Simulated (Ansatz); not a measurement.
# CdH: the cost of one run

Computed with Ansatz 0.2.0 (DFT PBE, scalar-relativistic, plane waves, PAW, unless a step's input says otherwise).

3 further runs of the same task are left out: 1 that didn't finish, 2 set aside as unsound or not needed.

### Step 1. The starting structure

It takes space group Pm-3m (No. 221, cubic). The conventional cell has a = 3.029 Å, b = 3.029 Å, c = 3.029 Å, α = 90.00°, β = 90.00°, γ = 90.00°. Cd (site symmetry m-3m) is surrounded by 8 H at 2.62 Å. Around H (site symmetry m-3m) lie 8 Cd at 2.62 Å.

Coordinates:

```xyz
2
Lattice="3.0293 0.0000 0.0000 0.0000 3.0293 0.0000 0.0000 0.0000 3.0293" Properties=species:S:1:pos:R:3 pbc="T T T"
Cd    1.5146    1.5146    1.5146
H     0.0000    0.0000    0.0000
```

The cell was relaxed beforehand at this level, from a generated guess; it is a trial structure. At a tolerance of 0.05 Å it has space group Pm-3m (No. 221); it has 13.90 Å³/atom, an uncorrected energy of +0.68 eV/atom over the elements.

### Step 2. Electronic structure at the relaxed geometry

input.yaml

```yaml
crystal:
  lattice:
    - [3.0292762424, 0.0, 0.0]
    - [0.0, 3.0292762424, 0.0]
    - [0.0, 0.0, 3.0292762424]
  atoms:
    - { symbol: Cd, position: [0.5, 0.5, 0.5] }
    - { symbol: H, position: [0.0, 0.0, 0.0] }
basis:
  ecutwfc: 420
kpoints:
  mp_grid: { grid: [18, 18, 18] }
  band_path:
    path:
      - [[0.0, 0.0, 0.0], [0.0, 0.5, 0.0], [0.5, 0.5, 0.0], [0.0, 0.0, 0.0], [0.5, 0.5, 0.5], [0.0, 0.5, 0.0]]
      - [[0.5, 0.5, 0.5], [0.5, 0.5, 0.0]]
    npoints: 14
hamiltonian:
  xc: pbe
scf:
  occupations: { method: gaussian, width: 0.1 }
  n_extra_bands: 6
output:
  forces: true
  stress: true
  eigenvalues: true
  populations: true
  dos: { projected: true, de: 0.02, nscf_kmesh: { grid: [22, 22, 22] } }
  bader: true
```

Command:

```
$ ansatz run input.yaml --threads 1 --pin off --max-ram 2048MiB --backend cpu --events-out ev --progress --plain --runs-dir out
```

**Question.** How long does this run take on 1 thread of Arm Neoverse V1, shared host, and how much memory does it need?

About 16 s, with a peak of 0.36 GiB.
